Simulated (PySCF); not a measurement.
# F7Re: the cost of one run

Programs: PySCF 2.14.0, with routines of our own; each step states its level. All values are computed. Atoms count from 0.

### Step 1. The system as given

8 atoms, charge 0, multiplicity 1; geometry from: GFN2-xTB.

### Step 2. Relaxing the molecule at PBE0-D3(BJ)/def2-SVP

Job settings and geometry (Å):

```
{"job": {"xc": "PBE0", "basis": "def2-SVP", "d3": "d3bj", "grid": 1, "maxiter": 30, "shake": 0.01, "kind": "geom"}, "charge": 0, "multiplicity": 1}
F     -0.145600     0.570990    -1.659920
Re    -0.004570    -0.003290    -0.005230
F     -1.567220     0.893780     0.458010
F      0.701090    -1.598440    -0.645160
F      0.468290     1.690110     0.553110
F      0.163610    -0.589240     1.655410
F      1.848130     0.157400    -0.135870
F     -1.408600    -1.140440    -0.272820
```

On the command line:

```console
OMP_NUM_THREADS=1 python heavy_run.py task.json out
```

This one command runs all jobs of the session in turn.

Q: Estimate the wall time and peak memory of this first job on 1 thread of Arm Neoverse V2, shared host.

About 2 min, with a peak of 0.55 GiB.
